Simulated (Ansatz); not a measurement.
# AsH₅OSi: small, medium and large basis sets

Aim: see how fast density functionals converge with the basis set for AsH₅OSi.

The runs use Ansatz 0.2.0, Gaussian basis; one geometry, several basis sets.

Plan: PBE0-D4/def2-SVP; ωB97M-V/def2-SVP; PBE0-D4/def2-QZVPP; ωB97M-V/def2-QZVPP; the functionals' def2-TZVPP values are taken from earlier runs.

### Step 1. Structure used throughout

All runs share one geometry, relaxed beforehand with PBE0-D4 in a triple-zeta def2 set.

SMILES `[SiH3]O[AsH2]`, 8 atoms, charge 0, spin multiplicity 1.

Atoms are counted from 1 here; the program's logs count them from 0.

Bond lengths: Si1–O2 1.644 Å, Si1–H4 1.489 Å, Si1–H5 1.489 Å, Si1–H6 1.482 Å, O2–As3 1.797 Å, As3–H7 1.528 Å, As3–H8 1.528 Å. Angles: O2–Si1–H4 111.2°, O2–Si1–H5 111.2°, O2–Si1–H6 106.8°, H4–Si1–H5 108.1°, H4–Si1–H6 109.8°, H5–Si1–H6 109.7°, Si1–O2–As3 125.7°, O2–As3–H7 95.6°, O2–As3–H8 95.5°, H7–As3–H8 91.2°.

### Step 2. PBE0-D4 in def2-SVP

in.yaml

```yaml
crystal:
  periodic: [false, false, false]
  atoms:
    - {symbol: Si, position_ang: [-0.635114, 1.096008, -0.375990]}
    - {symbol: O, position_ang: [-0.020916, -0.118964, 0.545659]}
    - {symbol: As, position_ang: [0.970984, -1.492123, -0.054477]}
    - {symbol: H, position_ang: [-1.525239, 0.562995, -1.443780]}
    - {symbol: H, position_ang: [0.450837, 1.879548, -1.026522]}
    - {symbol: H, position_ang: [-1.410850, 1.973663, 0.532512]}
    - {symbol: H, position_ang: [2.038908, -1.390600, 1.033953]}
    - {symbol: H, position_ang: [0.223591, -2.567625, 0.732746]}
basis:
  gaussian: {orbitals: def2-SVP}
hamiltonian: {xc: pbe0, dispersion: d4}
output: {orbitals: {seedname: orbitals}}
```

The run is started by

```sh
> ansatz run in.yaml --threads 2 --pin off --events-out ev --progress --plain --max-ram 4352MiB
```

Further steps of the session: ωB97M-V in def2-SVP; PBE0-D4 in def2-QZVPP; ωB97M-V in def2-QZVPP.

Before running them: what should the planned runs give, taken together? Wanted: PBE0-D4: double and triple zeta above quadruple; ωB97M-V: double and triple zeta above quadruple.

The runs gave:

```
                                       quantity           value
PBE0-D4: double and triple zeta above quadruple  14.83, 1.74 eV
ωB97M-V: double and triple zeta above quadruple  14.84, 1.67 eV
```

**Reading.** For PBE0-D4 the step from double to triple zeta gains 13.09 eV and the next only 1.74 eV. These are total energies; as a rule much of such shifts cancels in differences, which this series doesn't test. The LUMO of ωB97M-V is positive and keeps falling with the basis (1.46 to 0.76 eV): an unbound level that the basis holds in place.
